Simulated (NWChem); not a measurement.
# InF (SMILES [F][In]): HF/STO-3G

Aim: the vertical singlet–triplet gap of InF at HF/STO-3G, from 2 runs. 

The results are computed with NWChem 7.3.0.

11 further runs of the same task are left out: 3 that didn't finish, 8 set aside as unsound or not needed. Runs told in other sessions of the task aren't counted.

## (1) Starting point

The species is InF (2 atoms), meant as a singlet with charge 0. SMILES: `[F][In]`. The coordinates come from a PBE0-D4/def2-TZVP relaxation.

Bond lengths: F1–In2 1.994 Å.

## (2) Energy and forces at HF/STO-3G

fin.nw reads:

```
start fin
title "FIn gradient"
memory total 2200 mb

geometry units angstroms noautosym nocenter noautoz
  F        0.000000       0.000000       0.015910
  In       0.000000       0.000000       2.009580
end

basis spherical bse
  * library STO-3G
end

scf
  thresh 1e-08
  maxiter 80
end

task scf gradient
```

The run is started by

```sh
$ nwchem fin.nw > fin.out
```

The log of the run:

```text
[...]
  functions       =    32
[...]
  wavefunction    = RHF
[...]
         Total SCF energy =  -5780.877092451504
      One-electron energy =  -8248.094999229947
      Two-electron energy =   2350.163847275683
 Nuclear repulsion energy =    117.054059502760
        Time for solution =      2.4s
[...]
                         RHF ENERGY GRADIENTS
    atom               coordinates                        gradient
                 x          y          z           x          y          z
   1 F       0.000000   0.000000   0.030066   -0.000000   0.000000  -0.063675
   2 In      0.000000   0.000000   3.797556    0.000000  -0.000000   0.063675
[...]
```

Wall time 3.6 s (1 thread of Intel Xeon at 2.80GHz (Skylake/Cascade Lake), shared host); peak memory 0.1 GiB.

## (3) The triplet: the energy at UHF/STO-3G

run.py reads:

```python
from ase import Atoms
from ase.calculators.nwchem import NWChem

mol = Atoms(['F', 'In'], positions=[
    [0.000000, 0.000000, 0.015910],
    [-0.000000, -0.000000, 2.009580],
])

calc = NWChem(
    label='fin',
    theory='scf',
    memory='2200 mb',
    basis='STO-3G',
    basispar='spherical bse',
    scf={'nopen': '2', 'uhf': None, 'thresh': '1e-08', 'maxiter': '80'},
    task='energy',
)
mol.calc = calc

print("Total energy (eV):", round(mol.get_potential_energy(), 6))
```

The run is started by

```sh
$ export ASE_NWCHEM_COMMAND="nwchem PREFIX.nwi > PREFIX.nwo"
$ python run.py
```

The log of the run:

```text
Total energy (eV): -157303.453741
```

The calculator wrote fin.nwi:

```
title "fin"

permanent_dir fin

scratch_dir fin

start fin

geometry units angstrom nocenter noautosym noautoz
  F  0.0000000000000000e+00 0.0000000000000000e+00 1.5910000000000001e-02
  In -0.0000000000000000e+00 -0.0000000000000000e+00 2.0095800000000001e+00
end

memory 2200 mb

basis spherical bse noprint
   * library STO-3G
end

scf
  nopen 2
  uhf
  thresh 1e-08
  maxiter 80
end

task scf energy
```

fin.nwo:

```text
Northwest Computational Chemistry Package (NWChem) 7.3.0
             --------------------------------------------------------

           Job information
           ---------------

    nwchem branch   = 7.3.0
    use scalapack   = T
    input           = fin.nwi
    prefix          = fin.
    data base       = fin/fin.db
    status          = startup
    nproc           =        1

           Memory information
           ------------------

    heap     =     72089596 doubles =      550.0 Mbytes
    stack    =     72089601 doubles =      550.0 Mbytes
    global   =    144179200 doubles =     1100.0 Mbytes (distinct from heap & stack)
    total    =    288358397 doubles =     2200.0 Mbytes
    verify   = yes
    hardfail = no

           Directory information
           ---------------------

  0 permanent = fin
  0 scratch   = fin

[... 27 lines left out ...]
            Nuclear Dipole moment (a.u.)
[... 57 lines left out ...]
 1-e energy   =   -8249.687033
[... 7 lines left out ...]
         Quadratically convergent UHF
[... 15 lines left out ...]
       Final UHF  results
[... 3 lines left out ...]
      One electron energy =  -8248.224317946810
[... 1 line left out ...]
 Nuclear repulsion energy =    117.054059502760
[... 44 lines left out ...]
          Final beta eigenvalues
[... 141 lines left out ...]
                     UHF Final Beta Molecular Orbital Analysis
[... 131 lines left out ...]
    Atom       Charge   Shell Charges
 -----------   ------   -------------------------------------------------------
    1 F    9     4.53   1.00  0.98  2.55
    2 In  49    23.47   1.00  1.00  3.00  1.00  3.00  1.00  2.98  0.31  0.19  5.00  4.98

   Mulliken analysis of the spin density
   -------------------------------------

    Atom       Charge   Shell Charges
 -----------   ------   -------------------------------------------------------
    1 F    9     0.24  -0.00 -0.00  0.24
    2 In  49     1.76   0.00  0.00 -0.00  0.00  0.00 -0.00  0.01  0.58  1.17  0.00  0.01

       Multipole analysis of the density wrt the origin
       ------------------------------------------------

     L   x y z        total         alpha         beta         nuclear
     -   - - -        -----         -----         ----         -------
     0   0 0 0     -0.000000    -30.000000    -28.000000     58.000000

     1   1 0 0      0.000000      0.000000      0.000000      0.000000
[... 8 lines of this table left out ...]
     2   0 0 2    -14.247672   -380.747364   -340.158424    706.658116

 Task  times  cpu:        3.5s     wall:        3.5s
 Total times  cpu:        3.6s     wall:        3.6s
```

Wall time 4.8 s (1 thread of Intel Xeon at 2.80GHz (Skylake/Cascade Lake), shared host); peak memory 0.099 GiB.

## (4) Summary of results

Level: HF/STO-3G.

| quantity | value |
| --- | --- |
| singlet: total energy | -5780.87709 Eh |
| singlet: dipole moment | 0.91 D |
| singlet: HOMO energy | -4.44 eV |
| singlet: LUMO energy | 6.45 eV |
| singlet: HOMO–LUMO gap | 10.90 eV |
| singlet: largest force on an atom | 3.274 eV/Å |
| triplet: total energy | -5780.79535 Eh |
| triplet: dipole moment | 2.72 D |
| triplet: HOMO energy (highest over α and β) | -2.04 eV |
| triplet: LUMO energy (lowest over α and β) | 4.40 eV |
| triplet: ⟨S²⟩ | 2.017 |
| vertical energy of the triplet above the singlet | 2.224 eV |

What this shows: At this shape the triplet lies 2.22 eV (51 kcal/mol) above the singlet. The largest force (singlet) is 3.27 eV/Å: too large for a shape near rest; a basis without polarisation functions on a geometry from another level can give that. In a minimal basis such a difference can be off by several eV, whatever the method. Relativity is left out (singlet) although the molecule holds a heavy atom. Relativity is left out (triplet) although the molecule holds a heavy atom.
